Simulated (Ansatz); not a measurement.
# C18Se: the cost of one run

Method: DFT PBE+D3(BJ), plane waves, PAW, scalar-relativistic, no spin polarisation, in Ansatz 0.2.0.

## (1) Starting point

The cell holds 19 atoms (C18Se): a = 7.398 Å, b = 7.398 Å, c = 11.000 Å, α = 90.00°, β = 90.00°, γ = 120.00°.

The coordinates stand in the first input below.

## (2) Preparing the start

Input file input.yaml:

```yaml
crystal:
  lattice:
    - [7.398, 0.0, 0.0]
    - [-3.699, 6.406856, 0.0]
    - [0.0, 0.0, 11.0]
  atoms:
    - { symbol: C, position: [0.0, 0.0, 0.0909091] }
    - { symbol: C, position: [0.2222222, 0.1111111, 0.0909091] }
    - { symbol: C, position: [0.0, 0.3333333, 0.0909091] }
    - { symbol: C, position: [0.2222222, 0.4444444, 0.0909091] }
    - { symbol: C, position: [0.0, 0.6666667, 0.0909091] }
    - { symbol: C, position: [0.2222222, 0.7777778, 0.0909091] }
    - { symbol: C, position: [0.3333333, 0.0, 0.0909091] }
    - { symbol: C, position: [0.5555556, 0.1111111, 0.0909091] }
    - { symbol: C, position: [0.3333333, 0.3333333, 0.0909091] }
    - { symbol: C, position: [0.5555556, 0.4444444, 0.0909091] }
    - { symbol: C, position: [0.3333333, 0.6666667, 0.0909091] }
    - { symbol: C, position: [0.5555556, 0.7777778, 0.0909091] }
    - { symbol: C, position: [0.6666667, 0.0, 0.0909091] }
    - { symbol: C, position: [0.8888889, 0.1111111, 0.0909091] }
    - { symbol: C, position: [0.6666667, 0.3333333, 0.0909091] }
    - { symbol: C, position: [0.8888889, 0.4444444, 0.0909091] }
    - { symbol: C, position: [0.6666667, 0.6666667, 0.0909091] }
    - { symbol: C, position: [0.8888889, 0.7777778, 0.0909091] }
    - { symbol: Se, position: [0.3731132, 0.1808117, 0.2509091] }
basis:
  ecutwfc: 420.0
kpoints:
  mp_grid: { grid: [2, 2, 1] }
hamiltonian:
  xc: pbe
  dispersion: d3bj
scf:
  occupations: { method: fermi_dirac, width: 0.05 }
  lower_state_search: "off"
relax:
  f_tol: 0.08
  max_steps: 25
  adjacent_minimum: "off"
```

Launch:

```console
$ ansatz run input.yaml --threads 1 --pin off --max-ram 3072MiB --backend cpu --events-out ev --progress --plain --runs-dir out
```

Q: Estimate wall time and peak memory on 1 thread of Arm Neoverse V1, shared host.

About 61 s, with a peak of 0.63 GiB.
